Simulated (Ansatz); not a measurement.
**BrGeH₃O: one species, many methods**

An exercise on one series of results from a longer session: the logs are not shown, and one member is left open.

Program: Ansatz 0.2.0, Gaussian basis. Level of theory: functionals in def2-TZVPP, the program's frozen cores in correlated methods. These are calculated values, not measurements.

Plan: LDA (SPW92), PBE-D4, revPBE-D4, BLYP-D4, r2SCAN-D4, B97M-V, PBE0-D4, B3LYP-D4, r2SCANh-D4, r2SCAN0-D4, HSE06-D4, BHLYP-D4, CAM-B3LYP-D4, LC-ωPBE, ωB97X-V, ωB97M-V, B2PLYP, PBE-QIDH; CCSD(T)/def2-SVP; CCSD(T)/def2-TZVPP; MP2/def2-QZVPP; extrapolation to the limit; RPA on PBE.

## Structure used throughout

The geometry comes from an earlier relaxation with PBE0-D4 in a triple-zeta def2 set; it is a stationary point.

SMILES `[OH][GeH2][Br]`, 6 atoms, charge 0, spin multiplicity 1.

Atoms are counted from 1 here; the program's logs count them from 0.

Bond lengths: O1–Ge2 1.766 Å, O1–H4 0.960 Å, Ge2–Br3 2.310 Å, Ge2–H5 1.535 Å, Ge2–H6 1.526 Å. Angles: Ge2–O1–H4 113.1°, O1–Ge2–Br3 109.2°, O1–Ge2–H5 111.3°, O1–Ge2–H6 105.5°, Br3–Ge2–H5 106.2°, Br3–Ge2–H6 109.0°, H5–Ge2–H6 115.6°.

Set-up of the first run:

Input file in.yaml:

```yaml
crystal:
  periodic: [false, false, false]
  atoms:
    - {symbol: O, position_ang: [-0.529645, -1.324065, 0.112665]}
    - {symbol: Ge, position_ang: [0.367977, 0.196573, 0.141648]}
    - {symbol: Br, position_ang: [-1.112881, 1.955779, -0.082970]}
    - {symbol: H, position_ang: [-1.031331, -1.450786, -0.696477]}
    - {symbol: H, position_ang: [1.335884, 0.296042, -1.045173]}
    - {symbol: H, position_ang: [1.012097, 0.262456, 1.524007]}
basis:
  gaussian: {orbitals: def2-TZVPP}
hamiltonian: {xc: lda}
output: {orbitals: {seedname: orbitals}}
```

Run with:

```
> ansatz run in.yaml --threads 2 --pin off --events-out ev --progress --plain --max-ram 4352MiB
```

Among the steps run: LDA; PBE-D4 (GGA); revPBE-D4 (GGA); BLYP-D4 (GGA); r2SCAN-D4 (meta-GGA); B97M-V (meta-GGA); PBE0-D4 (hybrid); B3LYP-D4 (hybrid); r2SCANh-D4 (hybrid); r2SCAN0-D4 (hybrid); HSE06-D4 (hybrid); BHLYP-D4 (hybrid); CAM-B3LYP-D4 (range-separated); LC-ωPBE (range-separated); ωB97X-V (range-separated); ωB97M-V (range-separated); B2PLYP (double hybrid); PBE-QIDH (double hybrid).

One table of the session follows, with a row left open; its other results are not shown here.

It belongs to the step «Orbital energies across the functionals». 

```
  functional  HOMO (eV)  gap (eV)
 LDA (SPW92)      -7.18      5.60
      PBE-D4      -7.06      5.75
   revPBE-D4          ?         ?
     BLYP-D4      -6.90      5.62
   r2SCAN-D4      -7.40      6.40
      B97M-V      -7.50      6.48
     PBE0-D4      -8.36      7.98
    B3LYP-D4      -8.10      7.41
  r2SCANh-D4      -7.88      7.19
  r2SCAN0-D4      -8.59      8.39
    HSE06-D4      -7.96      7.21
    BHLYP-D4      -9.51     10.07
CAM-B3LYP-D4      -9.69     10.29
     LC-ωPBE     -11.09     12.94
     ωB97X-V     -10.73     12.47
     ωB97M-V     -10.58     12.12
```

Estimate the missing values for revPBE-D4.

The run gave: HOMO (eV): -7.01; gap (eV): 5.80. In the column «HOMO (eV)» it lies between PBE-D4 (-7.06) and BLYP-D4 (-6.90).
